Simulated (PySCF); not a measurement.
# F2Ge2H6P2 ((GeH3)2PPF2): the cost of one run

Computed with PySCF 2.14.0 and routines of our own; the level stands in each step. Atoms count from 0.

## Step 1: The system as given

12 atoms, charge 0, multiplicity 1; geometry from: GFN2-xTB.

## Step 2: Geometry optimisation at PBE0-D3(BJ)/def2-SVP

Job settings and geometry (Å):

```
{"job": {"xc": "PBE0", "basis": "def2-SVP", "d3": "d3bj", "grid": 1, "maxiter": 30, "shake": 0.01, "kind": "geom"}, "charge": 0, "multiplicity": 1}
F      2.460570    -1.351590     1.250120
P      0.820270    -1.293160     1.160130
F      0.668770    -2.847630     0.737380
P      0.678950    -0.427200    -0.831210
Ge    -1.657770    -0.555430    -0.623400
Ge     0.858920     1.675230     0.115990
H     -2.310080     0.297620    -1.654960
H     -2.185130    -0.111490     0.715270
H     -2.106750    -1.955250    -0.817550
H      0.068000     1.892940     1.386670
H      0.436190     2.725480    -0.849690
H      2.307740     1.922210     0.461100
```

Command:

```sh
$ OMP_NUM_THREADS=1 python heavy_run.py task.json out
```

One launch serves the whole session: the jobs run in the order shown.

**Question.** How long does this first job take on 1 thread of Arm Neoverse V2, shared host, and how much memory does it need?

About 4.1 min, with a peak of 0.75 GiB.
